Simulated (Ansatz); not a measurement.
# AsH3+ (doublet): from Hartree-Fock to the top rungs at distance As1–H3 = 2.024 Å, cc-pVDZ

How much of the correlation energy of AsH3+ (doublet) does each wave-function method recover here?

The runs use Ansatz 0.2.0, Gaussian basis; cc-pVDZ, core rule «outside noble gas», up to 14 orbitals frozen.

The runs, in order: UHF; CCSD(T) on ROHF; CCSD(T) on UHF; BCCD(T) on ROHF; CISD as a restricted active space (open shells left free, so some higher excitations enter); CCSDT(Q) on ROHF; CCSDT(Q) on UHF; CCSDTQ on ROHF; CCSDTQ on UHF; CASSCF and MRCISD+Q, 3 electrons in 3 orbitals; CASSCF and NEVPT2, 3 electrons in 3 orbitals; CASSCF and MRCISD+Q, 7 electrons in 7 orbitals; CASSCF and NEVPT2, 7 electrons in 7 orbitals; Full CI.

### Step 1. The geometry

The geometry derives from a PBE0/def2-TZVP stationary point (not a proven minimum). One bond is set to the value named and the two fragments are kept rigid. No spin-orbit coupling is included. The filled d shell of As may be among the frozen orbitals whatever the setting's name suggests.

4 atoms, charge 1, spin multiplicity 2.

Atoms are counted from 1 here; the program's logs count them from 0.

Bond lengths: As1–H2 1.497 Å, As1–H4 1.497 Å. Angles: H2–As1–H4 112.5°.

### Step 2. UHF

Contents of in.yaml:

```yaml
crystal:
  periodic: [false, false, false]
  atoms:
    - {symbol: As, position_ang: [0.003386, -0.005653, -0.018075]}
    - {symbol: H, position_ang: [1.439498, 0.008110, 0.404047]}
    - {symbol: H, position_ang: [-0.986039, 1.668996, 0.541539]}
    - {symbol: H, position_ang: [-0.705139, -1.256947, 0.397917]}
basis:
  gaussian: {orbitals: cc-pVDZ}
total_charge: 1
magnetization: {spin_polarized: true, initial_magnetization: 1}
hamiltonian: {xc: hf}
output: {orbitals: {seedname: orbitals}}
```

Run with:

```sh
$ ansatz run in.yaml --threads 1 --pin off --events-out ev --progress --plain --max-ram 2816MiB --backend cpu
```

Further steps of the session: CCSD(T) on ROHF; CCSD(T) on UHF; BCCD(T) on ROHF; CISD as a restricted active space (open shells left free, so some higher excitations enter); CCSDT(Q) on ROHF; CCSDT(Q) on UHF; CCSDTQ on ROHF; CCSDTQ on UHF; CASSCF and MRCISD+Q, 3 electrons in 3 orbitals; CASSCF and NEVPT2, 3 electrons in 3 orbitals; CASSCF and MRCISD+Q, 7 electrons in 7 orbitals; CASSCF and NEVPT2, 7 electrons in 7 orbitals; Full CI.

Q: Predict the results of all the runs planned. Wanted: FCI from the RHF energy; RMP2 from FCI; UMP2 from FCI; RCCSD from FCI; RCCSD(T) from FCI; UCCSD(T) from FCI; RCCSDT(Q) from FCI; UCCSDT(Q) from FCI; NEVPT2 pair from FCI.

As calculated:

| quantity | value |
| --- | --- |
| FCI from the ROHF energy | -3.7390 eV |
| RMP2 from FCI | +919.7 meV |
| UMP2 from FCI | +977.5 meV |
| RCCSD from FCI | +120.2 meV |
| RCCSD(T) from FCI | +28.4 meV |
| UCCSD(T) from FCI | +27.0 meV |
| RCCSDT(Q) from FCI | +0.4 meV |
| UCCSDT(Q) from FCI | -2.7 meV |
| NEVPT2 pair from FCI | +696.6 meV |
| MRCISD+Q pair from FCI | -2.9 meV |
| NEVPT2 valence from FCI | +521.8 meV |
| levels within 1 kcal/mol (43 meV) | RCCSD(T), UCCSD(T), BCCD(T), RCCSDT, UCCSDT, RCCSDT(Q), UCCSDT(Q), RCCSDTQ, UCCSDTQ, MRCISD+Q pair, MRCISD+Q valence |
| T1 diagnostic | 0.016 |
| effectively unpaired electrons | 1.09 |

**Reading.** RCCSD(T) lands +28.4 meV from the yardstick (0.8 % of the correlation energy). UCCSDT(Q), UCCSDTQ, MRCISD+Q pair fall below full CI: unrestricted runs freeze a spin-polarised core, another one than full CI's, and coupled cluster isn't variational. One determinant dominates. Of the multireference levels listed MRCISD+Q pair comes nearest in total energy (-2.9 meV), which doesn't show that its space is the better one. These misses are within one basis, not against nature; the frozen cores of restricted and unrestricted runs differ, which can shift their rows.

Levels on UHF freeze UHF's core orbitals, full CI those of ROHF, so the U rows can settle a little off it for that reason alone.

With open shells the CI space here admits some higher excitations, so it is larger than plain CISD.
